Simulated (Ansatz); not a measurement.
# Si2Ge: the cost of one run

Computed with Ansatz 0.2.0 (DFT PBE, scalar-relativistic, plane waves, PAW, unless a step's input says otherwise).

1 further run of the same task is left out (set aside as unsound or not needed).

**1. The system as given**

It takes space group P-3m1 (No. 164, trigonal). The conventional cell has a = 3.928 Å, b = 3.928 Å, c = 9.619 Å, α = 90.00°, β = 90.00°, γ = 120.00°. Around Si (site symmetry 3m) lie 1 Si at 2.36 Å and 3 Ge at 2.41 Å. Around Si (site symmetry 3m) lie 3 Si at 2.39 Å and 1 Ge at 2.43 Å. Ge (site symmetry 3m) has 4 Si at 2.41 to 2.43 Å as nearest neighbours.

As a file:

```
Si Ge
1.0
     3.92786    0.00000    0.00000
    -1.96393    3.40163    0.00000
     0.00000    0.00000    9.61935
Si Ge
4 2
Direct
  0.00000 0.00000 0.37746
  0.33333 0.66667 0.03946
  0.00000 0.00000 0.62254
  0.66667 0.33333 0.96054
  0.66667 0.33333 0.70805
  0.33333 0.66667 0.29195
```

The cell was relaxed beforehand at this level, from a generated guess; it needn't be the stable form of this composition. At a tolerance of 0.02 Å it has space group P-3m1 (No. 164); it has 21.42 Å³/atom, an uncorrected energy of +0.02 eV/atom over the elements.

**2. Static run: bands, density of states and charges**

File input.yaml:

```yaml
crystal:
  lattice:
    - [3.9278646565, 0.0, 0.0]
    - [-1.9639323282, 3.4016305751, 0.0]
    - [0.0, 0.0, 9.6193461379]
  atoms:
    - { symbol: Si, position: [0.0, 0.0, 0.3774609496] }
    - { symbol: Si, position: [0.3333333333, 0.6666666667, 0.0394605081] }
    - { symbol: Si, position: [0.0, 0.0, 0.6225390504] }
    - { symbol: Si, position: [0.6666666667, 0.3333333333, 0.9605394919] }
    - { symbol: Ge, position: [0.6666666667, 0.3333333333, 0.7080470854] }
    - { symbol: Ge, position: [0.3333333333, 0.6666666667, 0.2919529146] }
basis:
  ecutwfc: 420
kpoints:
  mp_grid: { grid: [12, 12, 4] }
  band_path:
    path:
      - [[0.0, 0.0, 0.0], [0.5, 0.0, 0.0], [0.33333333, 0.33333333, 0.0], [0.0, 0.0, 0.0], [0.0, 0.0, 0.5], [0.5, 0.0, 0.5], [0.33333333, 0.33333333, 0.5], [0.0, 0.0, 0.5]]
      - [[0.5, 0.0, 0.5], [0.5, 0.0, 0.0]]
      - [[0.33333333, 0.33333333, 0.5], [0.33333333, 0.33333333, 0.0]]
    npoints: 14
hamiltonian:
  xc: pbe
scf:
  occupations: { method: gaussian, width: 0.02 }
  n_extra_bands: 15
output:
  forces: true
  stress: true
  eigenvalues: true
  populations: true
  dos: { projected: true, de: 0.02, nscf_kmesh: { grid: [18, 18, 6] } }
  bader: true
  write_density: true
  write_potential: true
  elf: true
  volumetric_format: npy
```

Launch:

```bash
ansatz run input.yaml --threads 1 --pin off --max-ram 2560MiB --backend cpu --events-out ev --progress --plain --runs-dir out
```

What time and memory should one allow on 1 thread of Intel Xeon 6975P-C (Granite Rapids), shared host?

About 87 s, with a peak of 0.8 GiB.
